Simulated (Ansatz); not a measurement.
# LaH3O3: the cost of one run

Computed with Ansatz 0.2.0 (DFT LDA, scalar-relativistic, plane waves, PAW, unless a step's input says otherwise).

**1. The structure to begin with**

It takes space group P6_3 (No. 173, hexagonal). Conventional cell: a = 6.514 Å, b = 6.514 Å, c = 3.835 Å, α = 90.00°, β = 90.00°, γ = 120.00°. La (site symmetry 3) is surrounded by 9 O at 2.54 to 2.62 Å. Around H (site symmetry 1) lie 1 O at 0.97 Å. O (site symmetry 1) has 1 H at 0.97 Å as nearest neighbours.

Structure file:

```cif
data_structure
_symmetry_space_group_name_H-M 'P6_3'
_symmetry_Int_Tables_number 173
_cell_length_a 6.5145
_cell_length_b 6.5145
_cell_length_c 3.8346
_cell_angle_alpha 90.000
_cell_angle_beta 90.000
_cell_angle_gamma 120.000
_cell_volume 140.93
loop_
_atom_site_label
_atom_site_type_symbol
_atom_site_symmetry_multiplicity
_atom_site_Wyckoff_symbol
_atom_site_fract_x
_atom_site_fract_y
_atom_site_fract_z
_atom_site_occupancy
La1 La 2 b 0.33333 0.66667 0.31664 1
H1 H 6 c 0.86783 0.72487 0.34948 1
O1 O 6 c 0.91947 0.61154 0.30617 1
```

The structure comes from the Materials Project (structure only).

(A quick probe on a coarse mesh, which set the mesh and smearing, is not shown.)

**3. Coarse relaxation**

input.yaml reads:

```yaml
crystal:
  lattice:
    - [6.5144924707, 0.0, 0.0]
    - [-3.2572462353, 5.6417159724, 0.0]
    - [0.0, 0.0, 3.83457827]
  atoms:
    - { symbol: La, position: [0.33333333, 0.66666667, 0.31663872] }
    - { symbol: La, position: [0.66666667, 0.33333333, 0.81663872] }
    - { symbol: H, position: [0.86782817, 0.72487332, 0.34947819] }
    - { symbol: H, position: [0.85704515, 0.13217183, 0.34947819] }
    - { symbol: H, position: [0.27512668, 0.14295485, 0.34947819] }
    - { symbol: H, position: [0.13217183, 0.27512668, 0.84947819] }
    - { symbol: H, position: [0.14295485, 0.86782817, 0.84947819] }
    - { symbol: H, position: [0.72487332, 0.85704515, 0.84947819] }
    - { symbol: O, position: [0.91947331, 0.611537, 0.3061727] }
    - { symbol: O, position: [0.69206369, 0.08052669, 0.3061727] }
    - { symbol: O, position: [0.388463, 0.30793631, 0.3061727] }
    - { symbol: O, position: [0.08052669, 0.388463, 0.8061727] }
    - { symbol: O, position: [0.30793631, 0.91947331, 0.8061727] }
    - { symbol: O, position: [0.611537, 0.69206369, 0.8061727] }
basis:
  ecutwfc: 420
kpoints:
  mp_grid: { grid: [6, 6, 6] }
hamiltonian:
  xc: lda
scf:
  occupations: { method: gaussian, width: 0.1 }
output:
  forces: true
  stress: true
  eigenvalues: true
relax:
  adjacent_minimum: "off"
  f_tol: 0.05
  max_steps: 80
  cell: { stress_tol: 0.5 }
```

Started as:

```bash
$ ansatz run input.yaml --threads 4 --pin off --max-ram 10240MiB --backend cpu --events-out ev --progress --plain --runs-dir out
```

Q: Estimate wall time and peak memory on 4 threads of Arm Neoverse N1, shared host.

About 2 min, with a peak of 0.54 GiB.
